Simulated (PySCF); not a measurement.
# CoON: relaxation and vibrations of the quintet

Aim: relax CoON as a quintet from a linear start, check by its vibrations whether the end is a minimum, and collect its spectrum and constants.

Method: PBE0, basis Co def2-TZVP, O def2-TZVP, N def2-TZVP, no relativity, density fitting; program: PySCF 2.14.0.

## Step 1: The system as given

3 atoms, charge 0, spin multiplicity 5.

Bond lengths: Co1–O2 1.600 Å, Co1–N3 1.630 Å. Angles: O2–Co1–N3 180.0°.

Z-matrix (Å, degrees; charge 0 multiplicity 5):
```
Co
O  1 1.6000
N  1 1.6300 2 180.00
```

## Step 2: The SCF at the typed geometry

One driver script runs all steps and calls PySCF; scf.py shows how it sets up the SCF of each step. The optimiser is the driver's own. After this first run the driver tries any further starts and a stability analysis.

scf.py reads:

```python
from pyscf import gto, scf, dft
mol = gto.M(atom='''
Co     0.000000     0.000000     0.000000
O      0.000000     0.000000    -1.600000
N      0.000000     0.000000     1.630000''',
    basis={'Co': 'def2-TZVP', 'O': 'def2-TZVP', 'N': 'def2-TZVP'},
    charge=0, spin=4)
mf = dft.UKS(mol, xc='PBE0')
mf.grids.atom_grid = (50, 194)
aux = {'Co': 'def2-universal-JKFIT', 'O': 'def2-universal-JKFIT', 'N': 'def2-universal-JKFIT'}
mf = mf.density_fit(auxbasis=aux)
mf.conv_tol = 1e-08
mf.diis_space = 10
mf.max_cycle = 60
mf.init_guess = 'minao'
mf.verbose = 4
mf.kernel()
```

Run with:

```console
> OMP_NUM_THREADS=4 python axn.py task.json out
```

Output (excerpt; [...] marks lines left out):

```text
[... the frontier levels of the middle cycles are left out ...]
init E= -1511.34237104492
[... the frontier-level lines of each cycle are left out ...]
cycle= 1 E= -1495.99808334161  delta_E= 15.3  |g|= 5.78  |ddm|= 33.5
cycle= 2 E= -1455.24753846958  delta_E= 40.8  |g|= 12.8  |ddm|= 33.8
cycle= 3 E= -1494.97640584513  delta_E= -39.7  |g|= 8.24  |ddm|= 7.19
cycle= 4 E= -1497.52139635613  delta_E= -2.54  |g|= 7.06  |ddm|= 2.72
cycle= 5 E= -1499.25408526145  delta_E= -1.73  |g|= 6.29  |ddm|=  3.3
cycle= 6 E= -1503.36530434301  delta_E= -4.11  |g|= 5.63  |ddm|= 3.16
cycle= 7 E= -1506.98690037469  delta_E= -3.62  |g|= 4.42  |ddm|= 1.55
cycle= 8 E= -1508.86127873187  delta_E= -1.87  |g|= 3.66  |ddm|= 1.28
cycle= 9 E= -1509.27375965474  delta_E= -0.412  |g|= 3.39  |ddm|=  0.3
cycle= 10 E= -1510.03143190209  delta_E= -0.758  |g|= 3.07  |ddm|= 0.439
cycle= 11 E= -1509.61231306718  delta_E= 0.419  |g|= 3.23  |ddm|= 0.305
cycle= 12 E= -1495.96401570067  delta_E= 13.6  |g|= 5.77  |ddm|=   33
cycle= 13 E= -1509.15539544479  delta_E= -13.2  |g|=  3.5  |ddm|=   33
cycle= 14 E= -1509.98099697978  delta_E= -0.826  |g|= 3.06  |ddm|= 0.269
[... 46 cycles left out ...]
SCF not converged.
init E= -1511.34237104492
[... 20 cycles left out ...]
SCF not converged.
init E= -1512.18016229581
[... 16 cycles left out ...]
cycle= 17 E= -1512.20239737759  delta_E= 0.000911  |g|= 0.0418  |ddm|= 0.0397
cycle= 18 E= -1512.20152278197  delta_E= 0.000875  |g|= 0.0408  |ddm|= 0.047
cycle= 19 E= -1512.20179153627  delta_E= -0.000269  |g|= 0.0267  |ddm|= 0.0461
cycle= 20 E= -1512.20252881461  delta_E= -0.000737  |g|= 0.0185  |ddm|= 0.0395
cycle= 21 E= -1512.20372774602  delta_E= -0.0012  |g|= 0.0159  |ddm|= 0.124
cycle= 22 E= -1512.20384969367  delta_E= -0.000122  |g|= 0.016  |ddm|= 0.0128
cycle= 23 E= -1512.20373682816  delta_E= 0.000113  |g|= 0.0181  |ddm|= 0.0113
cycle= 24 E= -1512.20332561371  delta_E= 0.000411  |g|= 0.0214  |ddm|= 0.0194
cycle= 25 E= -1512.20271865594  delta_E= 0.000607  |g|= 0.0209  |ddm|= 0.0473
cycle= 26 E= -1512.20250255853  delta_E= 0.000216  |g|= 0.0198  |ddm|= 0.0332
cycle= 27 E= -1512.20244708695  delta_E= 5.55e-05  |g|= 0.0193  |ddm|= 0.0495
cycle= 28 E= -1512.20409545935  delta_E= -0.00165  |g|= 0.014  |ddm|= 0.0931
cycle= 29 E= -1512.20525232398  delta_E= -0.00116  |g|= 0.0117  |ddm|= 0.0573
cycle= 30 E= -1512.20686863379  delta_E= -0.00162  |g|= 0.01  |ddm|= 0.0732
SCF not converged.
macro= 0  E= -1512.2089962171  delta_E= -0.00212758  |g|= 0.0100224  1 KF 5 JK
macro= 1  E= -1512.2187970806  delta_E= -0.00980086  |g|= 0.0323175  4 KF 22 JK
macro= 2  E= -1512.2200493921  delta_E= -0.00125231  |g|= 0.0361152  2 KF 7 JK
macro= 3  E= -1512.22136239921  delta_E= -0.00131301  |g|= 0.000554675  3 KF 13 JK
macro= 4  E= -1512.22137066776  delta_E= -8.26855e-06  |g|= 0.000592275  1 KF 5 JK
macro= 5  E= -1512.22137714244  delta_E= -6.47469e-06  |g|= 0.000335125  2 KF 11 JK
macro= 6  E= -1512.22138374918  delta_E= -6.60673e-06  |g|= 0.000447238  1 KF 5 JK
macro= 7  E= -1512.22138954608  delta_E= -5.7969e-06  |g|= 0.00416107  2 KF 8 JK
macro= 8  E= -1512.22153701325  delta_E= -0.000147467  |g|= 0.00396859  3 KF 16 JK
macro= 9  E= -1512.22158543989  delta_E= -4.84266e-05  |g|= 0.000651652  4 KF 20 JK
macro= 10  E= -1512.22158866865  delta_E= -3.22876e-06  |g|= 0.000749383  3 KF 22 JK
macro= 11  E= -1512.2215886889  delta_E= -2.02472e-08  |g|= 0.000154727  1 KF 5 JK
macro= 12  E= -1512.22158868889  delta_E= 5.91172e-12  |g|= 3.87679e-05  1 KF 2 JK
macro X = 13  E=-1512.22158868889  |g|= 3.87679e-05  total 29 KF 155 JK
converged SCF energy = -1512.22158868889  <S^2> = 6.4798007  2S+1 = 5.1883719
```

This step, with its further starts and checks, ran for 28 s (4 threads of Arm Neoverse V2, shared host).

Energies from each starting density:

```csv
start,energy (Eh)
the minimal-basis guess,-1512.221589
a thermally smeared density,-1512.216816
```

Where DIIS stalls, the driver goes on with a level shift of 0.3 Eh and then with a second-order solver.

The test of internal stability and the other starts found no lower solution of this spin.

## Step 3: Relaxing the quintet from the linear start

The program finds C∞v symmetry in the start, which this walk keeps. Threshold on the gradient: 0.0003 Eh/bohr, with a further test on the energy change.

scf.py, as its differences from that of step 2:

```diff
@@ -3,3 +3,3 @@
-Co     0.000000     0.000000     0.000000
-O      0.000000     0.000000    -1.600000
-N      0.000000     0.000000     1.630000''',
+Co     0.000000    -0.000000     0.031112
+O      0.000000     0.000000    -1.568888
+N      0.000000    -0.000000     1.661112''',
@@ -15 +14,0 @@
-mf.init_guess = 'minao'
```

Energy and gradient, step by step:

```csv
step,energy (Eh),change (kJ/mol),largest symmetric gradient (Eh/bohr)
0,-1512.221589,0.00,0.08309
1,-1512.238339,-43.98,0.02228
2,-1512.239642,-47.40,0.00923
3,-1512.239885,-48.04,0.00522
4,-1512.239925,-48.14,0.00341
5,-1512.239952,-48.21,0.00142
6,-1512.239958,-48.23,0.00033
7,-1512.239959,-48.23,0.00007
```

The walk took 9.7 s.

Geometry (Å) and forces (eV/Å) at some steps:

```
step 0
Co   0.000   0.000   0.031   0.000   0.000   0.242
O    0.000   0.000  -1.569   0.000   0.000  -4.272
N    0.000   0.000   1.661   0.000   0.000   4.031
step 1
Co   0.000   0.000   0.033   0.000   0.000  -0.469
O    0.000   0.000  -1.665   0.000   0.000  -0.677
N    0.000   0.000   1.756   0.000   0.000   1.146
step 4
Co   0.000   0.000   0.018   0.000   0.000  -0.175
O    0.000   0.000  -1.702   0.000   0.000   0.138
N    0.000   0.000   1.807   0.000   0.000   0.038
step 7
Co   0.000   0.000   0.012   0.000   0.000   0.004
O    0.000   0.000  -1.697   0.000   0.000  -0.001
N    0.000   0.000   1.809   0.000   0.000  -0.003
```

End point (C∞v, 7 steps, 48.2 kJ/mol gained): Co–N 1.797 Å, Co–O 1.709 Å; N–Co–O 180.0°.

## Step 4: Vibrations and properties at this point

On the finer grid the gradient is checked again; gradients at displacements of ±0.02 bohr then give force constants and infrared intensities.

scf.py, as its differences from that of step 3:

```diff
@@ -3,3 +3,3 @@
-Co     0.000000    -0.000000     0.031112
-O      0.000000     0.000000    -1.568888
-N      0.000000    -0.000000     1.661112''',
+Co    -0.000000    -0.000000     0.024508
+O      0.000000     0.000000    -1.684593
+N     -0.000000    -0.000000     1.821207''',
@@ -9 +9 @@
-mf.grids.atom_grid = (50, 194)
+mf.grids.atom_grid = (75, 302)
@@ -12 +12 @@
-mf.conv_tol = 1e-08
+mf.conv_tol = 1e-10
```

This SCF starts from the last density.

Log of the central SCF (cycles and frontier levels):

```text
init E= -1512.23984525459
[... the frontier-level lines of each cycle are left out ...]
cycle= 1 E= -1512.23984525454  delta_E= 5.53e-11  |g|= 1.59e-05  |ddm|= 7.44e-06
cycle= 2 E= -1512.23984525358  delta_E= 9.52e-10  |g|= 6.55e-05  |ddm|= 2.75e-05
cycle= 3 E= -1512.2398452546  delta_E= -1.01e-09  |g|= 7.55e-07  |ddm|= 2.18e-05
cycle= 4 E= -1512.2398452546  delta_E= -2.96e-12  |g|= 7.6e-07  |ddm|= 2.19e-06
Extra cycle  E= -1512.23984525461  delta_E= -8.19e-12  |g|= 1.44e-06  |ddm|= 1.92e-06
converged SCF energy = -1512.23984525461  <S^2> = 6.7294937  2S+1 = 5.2837463
```

The whole step took 30 s.

Geometry: C∞v; Co–N 1.797 Å, Co–O 1.709 Å; N–Co–O 180.0°.

Modes, for the most abundant isotopes:

```json
{"ω (cm⁻¹)": "94", "IR (km/mol)": "39.1", "type": "bend"}
{"ω (cm⁻¹)": "177", "IR (km/mol)": "35.2", "type": "bend"}
{"ω (cm⁻¹)": "492", "IR (km/mol)": "25.4", "type": "stretch"}
{"ω (cm⁻¹)": "610", "IR (km/mol)": "0.1", "type": "stretch"}
```

Every mode is real; the point is a minimum.

Here the density breaks the symmetry of the frame, and no labels are given; pairs that should be degenerate can split.

Properties at this point:

* Dipole moment: 0.06 D
* Highest occupied level: -8.05 eV
* Lowest empty level: -4.43 eV
* Rotational constants: 0.1835 cm⁻¹
* Zero-point energy: 8.2 kJ/mol
* Principal polarisabilities: 19.9, 22.1, 63.2 bohr³
* Atomisation energy without zero-point energy: 500 kJ/mol
* Principal traceless quadrupole moments about the centre of mass: -14.20, 6.41, 7.78 D Å
* Entropy at 298.15 K and 1 bar (electronic part: spin only): 274.5 J/(mol K)
* Heat capacity Cp at 298.15 K: 54.6 J/(mol K)
* Enthalpy at 298.15 K above 0 K: 13.21 kJ/mol
* Rotational symmetry number: 1
* Spin squared ⟨S²⟩: 6.729

Charges (e) and bond orders:

```csv
atom,Mulliken,Löwdin,polar tensor,spin (Mulliken),Mayer order to Co1
Co1,0.70,0.44,0.82,2.82,–
O2,-0.41,-0.24,-0.40,1.08,1.32
N3,-0.29,-0.20,-0.41,0.10,1.26
```

Outer orbital energies (eV). α occupied: -13.08, -12.74, -11.52, -10.59, -9.47, -9.42, -8.30, -8.07; empty: -3.47, -0.27, 1.70, 2.27. β occupied: -24.59, -20.33, -10.77, -9.78, -9.75, -9.55, -8.52, -8.05; empty: -4.43, -3.90, -3.13, -3.12.

Mulliken populations on Co1: s 6.56, p 12.35, d 7.39, f 0.00.

## Step 5: What came out

```
                                          quantity                                      value
                                           minimum              broken-symmetry (Ms = 2), C∞v
                                          geometry  Co–N 1.797 Å, Co–O 1.709 Å; N–Co–O 180.0°
                                wavenumbers (cm⁻¹)                          94, 177, 492, 610
                                     dipole moment                                     0.06 D
highest occupied, lowest empty level (either spin)                            -8.05, -4.43 eV
                        polar-tensor charge of Co1                                    +0.82 e
                                 zero-point energy                                 8.2 kJ/mol
                               entropy at 298.15 K                            274.5 J/(mol K)
         atomisation energy (no zero-point energy)                                 500 kJ/mol
                                              ⟨S²⟩                                      6.729
```

**Reading.** The linear start keeps its C∞v symmetry and ends in a minimum. The determinant is spin-contaminated (⟨S²⟩ = 6.73 against 6.00), so it is no pure spin state. The strongest infrared band lies at 94 cm⁻¹ (bend). Other starts or spin states, not run here, may lie lower. The SCF density has lower symmetry than the nuclear frame. Open d and f shells are described by one determinant, and the ground state may have another occupation or spin.

The search up to here took 68 s.
